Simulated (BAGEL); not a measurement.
# doublet C2H3NOSi+: levels of theory compared

Aim: a comparison of 5 runs (UHF/3-21G, ROHF/6-31G*, UHF/6-31G*, ROHF/cc-pVDZ, UHF/cc-pVDZ) of doublet C2H3NOSi+. 

The calculation is run with BAGEL 1.2.2.

### 1 Starting point

The species is C2H3NOSi+ (8 atoms), meant as a doublet with charge +1. As SMILES of the parent species, `N#C[SiH2]C=O`. The shape is that of a GFN2-xTB optimisation. This is one conformer, not always the lowest. That shape belongs to the parent species and isn't relaxed for this state.

Bond lengths: N1–C2 1.146 Å, C2–Si3 1.867 Å, Si3–C4 1.925 Å, C4–O5 1.203 Å, Si3–H6 1.463 Å, Si3–H7 1.457 Å, C4–H8 1.112 Å. Angles: N1–C2–Si3 179.8°, C2–Si3–C4 103.9°, Si3–C4–O5 123.3°, C2–Si3–H6 107.0°, C2–Si3–H7 109.2°, C4–Si3–H6 108.5°, C4–Si3–H7 111.4°, Si3–C4–H8 117.3°, O5–C4–H8 119.4°, H6–Si3–H7 116.1°.

### 2 A single-point energy at UHF/3-21G (density fitting with qzvpp-jkfit) (run 1)

job.json

```json
{ "bagel" : [

{
  "title" : "molecule",
  "basis" : "3-21g",
  "df_basis" : "qzvpp-jkfit",
  "angstrom" : true,
  "geometry" : [
    { "atom" : "N", "xyz" : [      -1.618340,      -1.453970,       1.783830 ] },
    { "atom" : "C", "xyz" : [      -0.852400,      -0.757080,       1.293620 ] },
    { "atom" : "Si", "xyz" : [       0.399020,       0.378190,       0.498650 ] },
    { "atom" : "C", "xyz" : [       0.157160,       0.086150,      -1.388330 ] },
    { "atom" : "O", "xyz" : [       1.066670,      -0.132910,      -2.144340 ] },
    { "atom" : "H", "xyz" : [      -0.007570,       1.747870,       0.811940 ] },
    { "atom" : "H", "xyz" : [       1.736510,      -0.006750,       0.928760 ] },
    { "atom" : "H", "xyz" : [      -0.881050,       0.138500,      -1.784120 ] }
  ]
},

{
  "title" : "uhf",
  "charge" : 1,
  "nopen" : 1
},

{
  "title" : "print",
  "file" : "orbitals.molden",
  "orbitals" : true
}

]}
```

On the command line:

```sh
$ BAGEL_NUM_THREADS=1 BAGEL job.json > job.out
```

Log:

```text
* using 1 threads per process

  ===============================================================
  ===============================================================

  *** Geometry ***

  { "atom" : "N", "xyz" : [     -3.058219,     -2.747605,      3.370950 ] },
  { "atom" : "C", "xyz" : [     -1.610803,     -1.430674,      2.444588 ] },
  { "atom" : "Si", "xyz" : [      0.754039,      0.714676,      0.942312 ] },
[... 4 lines of this table left out ...]
  { "atom" : "H", "xyz" : [     -1.664943,      0.261727,     -3.371498 ] },

  Number of auxiliary basis functions:      486

  Since a DF basis is specified, we compute 2- and 3-index integrals:
    o Being stored without compression. Storage requirement is 0.012 GB

  Number of basis functions:       55
  Number of electrons      :       44

    * METHOD: MOLECULE                             0.16

  *** Open-shell HF ***

  === Nuclear Repulsion ===
   179.8758260419

      * DIIS with orbital gradients will be used.

  === UHF iteration (3-21g) ===
      0       -492.33881546          0.06465494           0.07
      1       -492.40779950          0.06983935           0.07
      2       -492.41757846          0.07018037           0.07
[... 30 lines of this table left out ...]
     33       -492.67599581          0.00000001           0.07
    * SCF iteration converged.

    * S^2 (UHF) is 0.8033

    * Permanent dipole moment:
           (   -0.807510,    -1.366865,     2.027135) a.u.

    * METHOD: UHF                                  2.51

    * METHOD: PRINT                                0.01

  ===============================================================
```

It took 2.9 s on 1 thread of Arm Neoverse V2, shared host.

### 3 The energy at ROHF/6-31G(d) (density fitting with qzvpp-jkfit, spherical functions) (run 2)

input.json

```json
{ "bagel": [

{
  "title": "molecule",
  "basis": "6-31gs.json",
  "df_basis": "qzvpp-jkfit",
  "angstrom": true,
  "geometry": [
    { "atom": "N", "xyz": [      -1.618340,      -1.453970,       1.783830 ] },
    { "atom": "C", "xyz": [      -0.852400,      -0.757080,       1.293620 ] },
    { "atom": "Si", "xyz": [       0.399020,       0.378190,       0.498650 ] },
    { "atom": "C", "xyz": [       0.157160,       0.086150,      -1.388330 ] },
    { "atom": "O", "xyz": [       1.066670,      -0.132910,      -2.144340 ] },
    { "atom": "H", "xyz": [      -0.007570,       1.747870,       0.811940 ] },
    { "atom": "H", "xyz": [       1.736510,      -0.006750,       0.928760 ] },
    { "atom": "H", "xyz": [      -0.881050,       0.138500,      -1.784120 ] }
  ]
},

{
  "title": "rohf",
  "charge": 1,
  "nopen": 1
},

{
  "title": "print",
  "file": "orbitals.molden",
  "orbitals": true
}

]}
```

The basis set 6-31G* is read from a file made from the Basis Set Exchange's data (not shown).

On the command line:

```sh
$ BAGEL_NUM_THREADS=1 BAGEL input.json > input.out
```

Log:

```text
* using 1 threads per process

  ===============================================================
  ===============================================================

  *** Geometry ***

  { "atom" : "N", "xyz" : [     -3.058219,     -2.747605,      3.370950 ] },
  { "atom" : "C", "xyz" : [     -1.610803,     -1.430674,      2.444588 ] },
  { "atom" : "Si", "xyz" : [      0.754039,      0.714676,      0.942312 ] },
[... 4 lines of this table left out ...]
  { "atom" : "H", "xyz" : [     -1.664943,      0.261727,     -3.371498 ] },

  Number of auxiliary basis functions:      486

  Since a DF basis is specified, we compute 2- and 3-index integrals:
    o Being stored without compression. Storage requirement is 0.025 GB

  Number of basis functions:       80
  Number of electrons      :       44

    * METHOD: MOLECULE                             0.21

  *** Open-shell HF ***

  === Nuclear Repulsion ===
   179.8758260419

      * DIIS with orbital gradients will be used.

  === ROHF iteration (6-31gs.json) ===
      0       -494.88736631          0.05852635           0.11
      1       -494.92635243          0.06391618           0.11
      2       -494.92982218          0.06201718           0.11
[... 21 lines of this table left out ...]
     24       -495.34408825          0.00000001           0.11
    * SCF iteration converged.

    * S^2 (ROHF) is 0.7500

    * Permanent dipole moment:
           (   -0.887225,    -1.367886,     2.111168) a.u.

    * METHOD: ROHF                                 2.87

    * METHOD: PRINT                                0.01

  ===============================================================
```

Run time: 3.6 s. Hardware: 1 thread of Arm Neoverse V2, shared host; peak memory 0.11 GiB.

Runs 3 to 4 aren't shown in full; the table further down has their settings and results.

### 4 A single-point energy at UHF/cc-pVDZ (density fitting with qzvpp-jkfit) (run 5)

input.json

```json
{ "bagel" : [

{
  "title" : "molecule",
  "basis" : "cc-pvdz.json",
  "df_basis" : "qzvpp-jkfit",
  "angstrom" : true,
  "geometry" : [
    { "atom" : "N", "xyz" : [      -1.618340,      -1.453970,       1.783830 ] },
    { "atom" : "C", "xyz" : [      -0.852400,      -0.757080,       1.293620 ] },
    { "atom" : "Si", "xyz" : [       0.399020,       0.378190,       0.498650 ] },
    { "atom" : "C", "xyz" : [       0.157160,       0.086150,      -1.388330 ] },
    { "atom" : "O", "xyz" : [       1.066670,      -0.132910,      -2.144340 ] },
    { "atom" : "H", "xyz" : [      -0.007570,       1.747870,       0.811940 ] },
    { "atom" : "H", "xyz" : [       1.736510,      -0.006750,       0.928760 ] },
    { "atom" : "H", "xyz" : [      -0.881050,       0.138500,      -1.784120 ] }
  ]
},

{ "title" : "uhf", "charge" : 1, "nopen" : 1 },

{ "title" : "print", "file" : "orbitals.molden", "orbitals" : true }

]}
```

The basis set cc-pVDZ is read from a file made from the Basis Set Exchange's data (not shown).

On the command line:

```sh
$ BAGEL_NUM_THREADS=1 BAGEL input.json > input.out
```

Log:

```text
* using 1 threads per process

  ===============================================================
  ===============================================================

  *** Geometry ***

  { "atom" : "N", "xyz" : [     -3.058219,     -2.747605,      3.370950 ] },
  { "atom" : "C", "xyz" : [     -1.610803,     -1.430674,      2.444588 ] },
  { "atom" : "Si", "xyz" : [      0.754039,      0.714676,      0.942312 ] },
[... 4 lines of this table left out ...]
  { "atom" : "H", "xyz" : [     -1.664943,      0.261727,     -3.371498 ] },

  Number of auxiliary basis functions:      486

  Since a DF basis is specified, we compute 2- and 3-index integrals:
    o Being stored without compression. Storage requirement is 0.031 GB

  Number of basis functions:       89
  Number of electrons      :       44

    * METHOD: MOLECULE                             0.21

  *** Open-shell HF ***

  === Nuclear Repulsion ===
   179.8758260419

      * DIIS with orbital gradients will be used.

  === UHF iteration (cc-pvdz.json) ===
      0       -495.06956602          0.03774217           0.13
      1       -495.15160342          0.03857780           0.13
      2       -495.17116881          0.03520599           0.13
[... 32 lines of this table left out ...]
     35       -495.38488936          0.00000001           0.13
    * SCF iteration converged.

    * S^2 (UHF) is 0.7911

    * Permanent dipole moment:
           (   -0.900120,    -1.360225,     2.060635) a.u.

    * METHOD: UHF                                  4.72

    * METHOD: PRINT                                0.01

  ===============================================================
```

Run time: 5.4 s. Hardware: 1 thread of Arm Neoverse V2, shared host; peak memory 0.12 GiB.

### 5 The series

```tsv
run	level	energy (Eh)	⟨S²⟩	wall time
1	UHF/3-21G (density fitting with qzvpp-jkfit)	-492.675996	0.803	2.9 s
2	ROHF/6-31G* (density fitting with qzvpp-jkfit, spherical functions)	-495.344088	0.750	3.6 s
3	UHF/6-31G* (density fitting with qzvpp-jkfit, spherical functions)	-495.352137	0.791	5.1 s
4	ROHF/cc-pVDZ (density fitting with qzvpp-jkfit)	-495.376652	0.750	3.9 s
5	UHF/cc-pVDZ (density fitting with qzvpp-jkfit)	-495.384889	0.791	5.4 s
```

### 6 Outcome

```
           quantity          value
run 5: total energy  -495.38489 Eh
        run 5: ⟨S²⟩          0.791
```

Over the runs the total energy spans 73.713 eV. All runs together took 21 s, the longest 5.4 s.
